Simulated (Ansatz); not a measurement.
# Ga6N6 (Ga6N6 wurtzite hole sphere): the cost of one run

Computed with Ansatz 0.2.0, Gaussian basis. Level: RKS PBE-D4/def2-SVP.

Plan: relaxation at PBE-D4/def2-SVP; a single point at PBE0-D4/def2-SVP.

9 further runs of the same task are left out: 7 that didn't finish, 2 set aside as unsound or not needed. Runs told in other sessions of the task aren't counted.

### Step 1. The system as given

12 atoms, charge 0, spin multiplicity 1.

Atoms are counted from 1 here; the program's logs count them from 0.

Bond lengths: N1–Ga2 1.912 Å, N1–Ga3 2.088 Å, N1–Ga7 1.912 Å, Ga2–N4 2.090 Å, Ga2–N5 1.911 Å, Ga3–N4 1.912 Å, Ga3–N8 1.913 Å, N4–Ga6 1.912 Å, N5–Ga6 2.089 Å, N5–Ga10 1.912 Å, Ga6–N12 1.913 Å, Ga7–N8 2.089 Å, Ga7–N9 1.912 Å, N8–Ga11 1.912 Å, N9–Ga10 1.911 Å, N9–Ga11 2.088 Å, Ga10–N12 2.091 Å, Ga11–N12 1.914 Å. Angles: Ga2–N1–Ga3 83.5°, Ga2–N1–Ga7 106.4°, Ga3–N1–Ga7 83.5°, N1–Ga2–N4 95.1°, N1–Ga2–N5 133.3°, N4–Ga2–N5 95.1°, N1–Ga3–N4 95.1°, N1–Ga3–N8 95.1°, N4–Ga3–N8 133.3°, Ga2–N4–Ga3 83.4°, Ga2–N4–Ga6 83.4°, Ga3–N4–Ga6 106.4°, Ga2–N5–Ga6 83.5°, Ga2–N5–Ga10 106.4°, Ga6–N5–Ga10 83.5°, N4–Ga6–N5 95.1°, N4–Ga6–N12 133.3°, N5–Ga6–N12 95.1° and more.

The start is a GFN2-xTB geometry.

### Step 2. Relaxation at PBE-D4/def2-SVP

in.yaml

```yaml
crystal:
  periodic: [false, false, false]
  atoms:
    - {symbol: N, position_ang: [-0.010900, -2.028060, -1.070670]}
    - {symbol: Ga, position_ang: [-1.538030, -0.880200, -0.990280]}
    - {symbol: Ga, position_ang: [-0.001680, -1.765960, 1.001270]}
    - {symbol: N, position_ang: [-1.754470, -1.006340, 1.084550]}
    - {symbol: N, position_ang: [-1.756370, 1.016510, -1.069440]}
    - {symbol: Ga, position_ang: [-1.523810, 0.890170, 1.003040]}
    - {symbol: Ga, position_ang: [1.523650, -0.890010, -1.003590]}
    - {symbol: N, position_ang: [1.757920, -1.017400, 1.068810]}
    - {symbol: N, position_ang: [1.753760, 1.006060, -1.082860]}
    - {symbol: Ga, position_ang: [0.001510, 1.765390, -1.002300]}
    - {symbol: Ga, position_ang: [1.537750, 0.879810, 0.990070]}
    - {symbol: N, position_ang: [0.010660, 2.030040, 1.071400]}
basis:
  gaussian: {orbitals: def2-SVP}
hamiltonian: {xc: pbe, dispersion: d4}
scf: {lower_state_search: "off"}
output: {orbitals: {seedname: orbitals}}
relax: {f_tol: 0.03, max_steps: 70}
```

Command:

```bash
> ansatz run in.yaml --threads 4 --pin off --events-out ev --progress --plain --max-ram 6963MiB
```

Q: Estimate wall time and peak memory on 4 threads of Arm Neoverse V2, shared host.

About 26 s, with a peak of 0.83 GiB.
